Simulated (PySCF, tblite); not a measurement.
# C₂H₁₂GeSi₂: geometry, infrared bands and NMR shifts

Wanted: the infrared bands and NMR shifts of C₂H₁₂GeSi₂ (`[CH3][GeH2][SiH2]C[SiH3]`), by calculation.

Programs: tblite 0.8.0 and PySCF 2.14.0, with density-fitted response routines of our own. Each step states its level of theory. These are calculated values for one molecule in the gas phase, unless marked as measured. Atoms are numbered from 0 throughout.

## 1. The molecule as given

17 atoms, charge 0, multiplicity 1; geometry from: force field or distance geometry start.

Bonds of the start (Å): C0–Ge1 1.96, Ge1–Si2 2.31, Si2–C3 1.87, C3–Si4 1.86, C0–H5 1.10, C0–H6 1.11, C0–H7 1.11, Ge1–H8 1.54, Ge1–H9 1.54, Si2–H10 1.46, Si2–H11 1.48, C3–H12 1.12, C3–H13 1.12, Si4–H14 1.47, Si4–H15 1.47, Si4–H16 1.48.

## 2. Relaxing the molecule with GFN2-xTB

Job settings and geometry (Å):

```
{"job": {"kind": "relax", "xc": "GFN2-xTB", "basis": "xTB"}, "charge": 0, "multiplicity": 1}
C      2.271800     0.488000     0.834300
Ge     1.427000     0.615900    -0.927200
Si    -0.162000    -1.050400    -1.098700
C     -1.265000    -1.047400     0.405400
Si    -2.233800     0.537300     0.526600
H      2.724300    -0.509300     0.951600
H      1.491800     0.637900     1.615000
H      3.046000     1.281700     0.935100
H      0.761900     1.995000    -1.067000
H      2.499300     0.426200    -2.017300
H      0.499600    -2.350700    -1.210200
H     -0.988900    -0.822900    -2.303700
H     -1.976400    -1.905600     0.358800
H     -0.632000    -1.167800     1.318800
H     -3.131300     0.495400     1.686100
H     -3.032700     0.713800    -0.691800
H     -1.306400     1.674900     0.674500
```

Launch:

```bash
OMP_NUM_THREADS=1 python probes_run.py task.json out
```

This one command runs all jobs of the session in turn.

The log of the run:

```text
step      E/eV     max force
  0    -428.87403    1.372
  1    -428.94770    0.462
  2    -428.97454    0.425
  3    -428.99648    0.488
  4    -429.01835    0.328
  5    -429.02904    0.229
  6    -429.03749    0.337
  7    -429.04663    0.345
  8    -429.05379    0.202
  9    -429.05804    0.148
 10    -429.06045    0.115
 11    -429.06229    0.147
 12    -429.06417    0.107
 13    -429.06569    0.099
 14    -429.06667    0.075
 15    -429.06739    0.072
 16    -429.06808    0.080
 17    -429.06879    0.081
 18    -429.06956    0.093
 19    -429.07036    0.075
 20    -429.07110    0.061
 21    -429.07171    0.067
 22    -429.07226    0.063
 23    -429.07284    0.074
 24    -429.07344    0.087
 25    -429.07397    0.069
 26    -429.07439    0.045
 27    -429.07475    0.046
 28    -429.07520    0.072
 29    -429.07584    0.088
 30    -429.07656    0.072
 31    -429.07713    0.052
 32    -429.07752    0.050
 33    -429.07781    0.047
 34    -429.07805    0.041
 35    -429.07832    0.040
 36    -429.07864    0.049
 37    -429.07900    0.064
 38    -429.07933    0.054
 39    -429.07955    0.030
 40    -429.07969    0.026
 41    -429.07983    0.036
 42    -429.08003    0.044
 43    -429.08028    0.042
 44    -429.08050    0.036
 45    -429.08065    0.026
 46    -429.08076    0.030
 47    -429.08090    0.032
 48    -429.08113    0.055
 49    -429.08142    0.060
 50    -429.08168    0.035
 51    -429.08184    0.025
 52    -429.08192    0.028
 53    -429.08200    0.039
 54    -429.08209    0.034
 55    -429.08215    0.018
 56    -429.08219    0.016
 57    -429.08222    0.018
 58    -429.08227    0.025
 59    -429.08232    0.022
 60    -429.08236    0.020
 61    -429.08238    0.013
 62    -429.08240    0.011
 63    -429.08243    0.017
 64    -429.08247    0.021
 65    -429.08251    0.022
 66    -429.08255    0.014
 67    -429.08256    0.010
```

It took 1.3 s on 1 thread of Intel Xeon at 2.70GHz, shared host.

Along the way: (not every step is listed)

```csv
step,energy from step 0 (eV),largest force (eV/Å)
0,0.0000,1.3721
1,-0.0737,0.4623
2,-0.1005,0.4247
3,-0.1225,0.4881
4,-0.1443,0.3284
5,-0.1550,0.2291
6,-0.1635,0.3375
7,-0.1726,0.3445
8,-0.1798,0.2017
13,-0.1917,0.0995
18,-0.1955,0.0932
23,-0.1988,0.0743
28,-0.2012,0.0718
33,-0.2038,0.0472
38,-0.2053,0.0542
43,-0.2063,0.0424
48,-0.2071,0.0547
53,-0.2080,0.0387
58,-0.2082,0.0247
62,-0.2084,0.0108
63,-0.2084,0.0167
64,-0.2084,0.0207
65,-0.2085,0.0218
66,-0.2085,0.0141
67,-0.2085,0.0096
```

Distances of close pairs at the start and the end, largest changes first:

```csv
bond,before (Å),after (Å),change (Å)
C3–Si4,1.861,1.900,+0.038
Si2–C3,1.865,1.902,+0.037
Ge1–Si2,2.309,2.343,+0.034
C3–H13,1.118,1.091,-0.027
C0–H7,1.113,1.087,-0.026
C0–H6,1.114,1.088,-0.026
C3–H12,1.116,1.090,-0.026
Ge1–H9,1.541,1.515,-0.026
```

The end geometry stands in the next job.

## 3. Infrared spectrum with GFN2-xTB

Job settings and geometry (Å):

```
{"job": {"kind": "ir", "xc": "GFN2-xTB", "basis": "xTB"}, "charge": 0, "multiplicity": 1}
C      2.354481     0.582403     0.842354
Ge     1.466654     0.549336    -0.922872
Si    -0.187770    -1.093264    -1.152828
C     -1.360677    -1.073141     0.344158
Si    -2.328124     0.542941     0.591108
H      2.831268    -0.373544     1.048194
H      1.632605     0.771731     1.633679
H      3.117699     1.354668     0.892780
H      0.997095     1.963181    -1.190942
H      2.579006     0.406905    -1.941974
H      0.442718    -2.420038    -1.248665
H     -0.969410    -0.899568    -2.379774
H     -2.067489    -1.897189     0.250064
H     -0.781668    -1.275159     1.246661
H     -3.168310     0.426603     1.788383
H     -3.175922     0.790512    -0.576801
H     -1.389154     1.655653     0.766566
```

The log of the run:

```text
mode    cm-1     km/mol
  1      24.2      0.36
  2      49.4      0.13
  3      83.6      0.70
  4     112.6      0.48
  5     133.7      0.56
  6     137.6      0.43
  7     196.1      2.05
  8     322.8     37.43
  9     356.7      6.74
 10     417.1     14.51
 11     490.7     16.39
 12     514.6     36.81
 13     551.6     21.25
 14     578.1     46.97
 15     580.6     25.06
 16     616.9    220.90
 17     635.5     61.31
 18     702.8     93.00
 19     730.3    465.81
 20     777.8    193.40
 21     785.0    283.18
 22     793.1    340.02
 23     798.3    408.81
 24     814.7     17.65
 25     823.8     26.34
 26     829.7    121.87
 27     884.7    203.51
 28    1014.2      1.45
 29    1126.5     74.51
 30    1332.1      2.47
 31    1454.1      0.40
 32    1472.4      0.25
 33    1473.7      0.17
 34    1866.1    416.01
 35    1930.0    618.33
 36    2174.7    384.68
 37    2209.8    172.29
 38    2229.3    444.34
 39    2233.1    263.51
 40    2255.6    350.97
 41    2962.9     35.95
 42    2981.6     24.73
 43    3003.1     40.52
 44    3006.3     30.01
 45    3014.2     17.33
```

It took 0.84 s on 1 thread of Intel Xeon at 2.70GHz, shared host.

The strongest bands and the atoms that carry them (share of the mass-weighted mode):

```csv
cm⁻¹,km/mol,atoms
730,465.8,"C3 20 %, H16 14 %, H12 14 %, H11 13 %"
793,340.0,"H14 37 %, H16 18 %, H15 15 %"
798,408.8,"H14 32 %, H16 27 %, H15 14 %, Si4 13 %"
1866,416.0,"H9 54 %, H8 45 %"
1930,618.3,"H8 54 %, H9 45 %"
2175,384.7,H10 95 %
2229,444.3,"H16 58 %, H14 38 %"
2256,351.0,H15 95 %
```

## 4. Shielding tensors: PBE0/pcSseg-1

Same as in step 3 but for these lines:

```diff
@@ -1,2 +1,2 @@
-{"job": {"kind": "ir", "xc": "GFN2-xTB", "basis": "xTB"}, "charge": 0, "multiplicity": 1}
+{"job": {"kind": "nmr", "xc": "PBE0", "basis": "pcSseg-1"}, "charge": 0, "multiplicity": 1}
 C      2.354481     0.582403     0.842354
```

With the program's defaults for keys left out, this is: GIAO PBE0/pcSseg-1 NMR shielding, non-relativistic, gas phase.

The log of the run:

```text
coarse grid: 60264 points
cycle   1  E = -2738.4829772110  dE = -7.293e-01  |g| = 9.162e-01  |ddm| = 3.634e+00
cycle   2  E = -2738.4418579195  dE =  4.112e-02  |g| = 9.496e-01  |ddm| = 9.789e-01
cycle   3  E = -2738.5579756930  dE = -1.161e-01  |g| = 1.013e-01  |ddm| = 6.658e-01
cycle   4  E = -2738.5602965428  dE = -2.321e-03  |g| = 3.118e-02  |ddm| = 1.237e-01
cycle   5  E = -2738.5605331395  dE = -2.366e-04  |g| = 5.847e-03  |ddm| = 3.108e-02
cycle   6  E = -2738.5605396408  dE = -6.501e-06  |g| = 9.803e-04  |ddm| = 6.467e-03
final grid: 123776 points
cycle   7  E = -2738.5605132994  dE = -9.674e-08  |g| = 1.073e-03  |ddm| = 3.026e-03
cycle   8  E = -2738.5605131764  dE =  1.229e-07  |g| = 1.397e-03  |ddm| = 2.252e-03
cycle   9  E = -2738.5605135909  dE = -4.145e-07  |g| = 9.211e-05  |ddm| = 1.097e-03
cycle  10  E = -2738.5605135932  dE = -2.313e-09  |g| = 9.323e-06  |ddm| = 1.415e-04
cycle  11  E = -2738.5605135932  dE = -2.183e-11  |g| = 4.554e-06  |ddm| = 1.328e-05
converged SCF energy = -2738.5605135932

GIAO shielding tensors (ppm)
atom      isotropic    diamagn.    paramagn.     s11        s22        s33       span
  0 C      196.344     251.888     -55.545    192.510    197.790    198.731      6.221
  1 Ge    1601.674    2758.260   -1156.586   1530.846   1557.350   1716.826    185.980
  2 Si     418.016     880.718    -462.702    388.615    401.832    463.602     74.987
  3 C      202.198     257.694     -55.496    192.610    201.903    212.081     19.471
  4 Si     422.614     879.986    -457.373    397.415    403.644    466.782     69.368
  5 H       31.556      30.692       0.864     26.235     28.498     39.936     13.701
  6 H       31.456      32.756      -1.300     25.384     30.110     38.876     13.492
  7 H       31.259      28.931       2.328     25.558     27.660     40.559     15.000
  8 H       27.930      30.837      -2.907     21.834     22.710     39.246     17.411
  9 H       28.101      29.987      -1.886     21.245     22.684     40.374     19.129
 10 H       27.357      29.195      -1.838     23.112     25.479     33.481     10.369
 11 H       27.614      29.449      -1.835     23.874     25.666     33.300      9.426
 12 H       31.615      29.844       1.772     25.504     28.436     40.907     15.403
 13 H       31.910      33.570      -1.660     26.869     29.799     39.060     12.191
 14 H       27.571      28.725      -1.154     23.885     24.958     33.870      9.985
 15 H       27.825      29.222      -1.397     24.421     25.855     33.199      8.779
 16 H       27.741      30.324      -2.583     23.220     28.729     31.275      8.055
```

Run time: 47 s. Hardware: 1 thread of Intel Xeon at 2.70GHz, shared host; peak memory 0.88 GiB.

Shifts follow as δ = σ(reference) − σ, with reference shieldings (ppm) from runs at the same level and on the same kind of geometry: ¹H TMS 31.72, ¹³C TMS 186.9, ²⁹Si TMS 349.2, ⁷³Ge GeMe4 1331. The references are single molecules in the gas phase. Atoms listed in one row are averaged.

```csv
atoms,environment,σ (ppm),δ (ppm)
C0,methyl carbon bonded to Ge,196.3,-9.4
C3,sp3 CH2 bonded to 2 Si,202.2,-15.3
"H10, H11","hydrogen on a silicon bonded to C, Ge",27.49,4.23
"H14, H15, H16",hydrogen on a silicon bonded to C,27.71,4.00
"H8, H9","hydrogen on a germanium bonded to C, Si",28.02,3.70
"H5, H6, H7",hydrogen on a methyl carbon bonded to Ge,31.42,0.29
"H12, H13",hydrogen on an sp3 CH2 bonded to 2 Si,31.76,-0.05
Ge1,"germanium bonded to C, Si, 2 H",1602,-271
Si2,"silicon bonded to C, Ge, 2 H",418.0,-68.9
Si4,"silicon bonded to C, 3 H",422.6,-73.5
```

Charges from the same density, by scheme (e):

```csv
atoms,Mulliken,IAO,Hirshfeld,ESP fit
C0,-0.54,-0.66,-0.20,-0.36
Ge1,-0.06,0.34,0.23,0.29
Si2,0.51,0.48,0.25,0.19
C3,-0.85,-0.81,-0.24,-0.30
Si4,0.49,0.60,0.31,0.37
```

Mayer bond orders: C0–Ge1 0.98, Ge1–Si2 0.90, Si2–C3 0.91, C3–Si4 0.92.

## 5. Results

| quantity | value |
| --- | --- |
| strongest single infrared mode (GFN2-xTB) | 1930 cm⁻¹, 618 km/mol |
| zero-point energy (GFN2-xTB) | 73.6 kcal/mol |
| ¹³C shifts against TMS (PBE0/pcSseg-1) | -9.4, -15.3 ppm |
| ¹H shifts against TMS (PBE0/pcSseg-1, means over atoms taken as alike) | 4.23, 4.00, 3.70, 0.29, -0.05 ppm |
| ⁷³Ge shifts against GeMe4 (PBE0/pcSseg-1) | -271 ppm |
| ²⁹Si shifts against TMS (PBE0/pcSseg-1) | -68.9, -73.5 ppm |

In words: Relaxing lowered the energy by 0.209 eV in 67 steps; the close pair that moved most is C3–Si4, from 1.861 to 1.900 Å. No mode is imaginary among the 45: a minimum at this level. The strongest single mode, at 1930 cm⁻¹, moves mainly H8 and H9. GFN2-xTB is a fitted tight-binding method: band positions and strengths are rough. Its intensities can rank the bands wrongly. At PBE0/pcSseg-1: The largest span, 186 ppm, is at Ge1, where the paramagnetic term is -1157 ppm. Spin-orbit coupling is left out, which matters for shieldings and couplings at and beside the heavy atoms.
